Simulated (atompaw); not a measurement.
# Pseudopotential generation for Rb: PAW (atompaw), PBEsol

Aim: build the potential from the settings below, then test how well it stands in for the atom: scattering, ghost states and the plane-wave cutoff that it needs.

Program: atompaw 4.2.0.5. Reference atom: PBEsol, scalar-relativistic, spherical and spin-unpolarised. All values are calculated.

6 further runs of the same task are left out: 1 that didn't finish, 5 set aside as unsound or not needed.

## Step 1: Settings

Typed settings, in words:

```
element                 : rubidium (Rb, Z = 37)
type                    : PAW
frozen core             : [Ar] 3d10
valence charge          : 9
reference configuration : 4s2 4p6 4d0 5s0 5p1
partial waves           : 4s (bound): rc 1.95 bohr; 5s (bound, empty): rc 2.85 bohr; 4p (bound): rc 2.20 bohr; 5p (bound): rc 3.00 bohr; 4d (bound, empty): rc 3.00 bohr; 4d channel at 1.15 Ry: rc 3.00 bohr
local potential         : ultrasoft scheme with l = 3 at 0.5 Ry, radius 1.84 bohr
core correction         : smooth core density matched at 2.55 bohr
augmentation charge     : sinc compensation charge, radius 2.65 bohr; PAW radius 3.00 bohr; waves and projectors: custom polynom gramschmidtortho
```

The nodes and maxima of the atom's own shells, from an earlier all-electron run, set the scale for the radii.

All-electron outer shells of the reference configuration (PBEsol, scalar-relativistic, ld1.x):

```csv
shell,level (eV),outermost node (bohr),outermost maximum (bohr)
3p,-226.13,0.19,0.44
3d,-105.46,–,0.39
4s,-33.37,0.62,1.25
4p,-17.41,0.64,1.42
5s,-2.85,1.78,4.27
5p,-1.33,2.18,6.37
4d,-0.59,0.70,6.21
```

## Step 2: The generation run

File Rb.input:

```
Rb 37
GGA-PBESOL scalarrelativistic loggrid 1500 logderivrange -4 5 226
5 5 4 0 0 0
5 0 0
5 1 1
4 2 0
0 0 0
c
c
c
v
v
c
c
v
v
c
v
2
3.00 2.65 1.84 2.55
n
n
y
1.15
n
custom polynom gramschmidtortho sinc
3 0.5 ultrasoft
1.95
2.85
2.20
3.00
3.00
3.00
PWSCFOUT
UPFDX 0.0125d0 UPFXMIN -7.d0 UPFZMESH 37.d0
END
```

Launch:

```
atompaw < Rb.input > Rb.log
```

**Question.** What will these runs give? Wanted: cutoffs for 10 and 1 mRy, occupied levels; bound ghosts; largest phase difference near zero energy, channels read; lowest eigenvalue of the overlap; share of valence orbitals outside the PAW sphere; UPF file.

**Answer**, as computed:

```
                                                quantity                                      value
               cutoffs for 10 and 1 mRy, occupied levels                            15 Ry and 25 Ry
                                            bound ghosts                                 none found
largest phase difference near zero energy, channels read                                  0.075 rad
         lowest eigenvalue of the overlap (Bessel basis)                                  0.576 (p)
        share of valence orbitals outside the PAW sphere  4s 1 %, 5s 89 %, 4p 4 %, 5p 98 %, 4d 87 %
                                                UPF file                                    written
```

What this shows: By its cutoff, 15 Ry for the looser tolerance, it is soft on the atom at that tolerance. The slowest occupied level is 4p: taken alone it needs 15 Ry to come within 1 mRy, against 10 Ry for 4s. No bound ghost shows below the valence levels. Near zero energy the largest phase difference among the channels read is 0.07 rad, in the p channel. These are tests on the free atom; a crystal test is still owed.
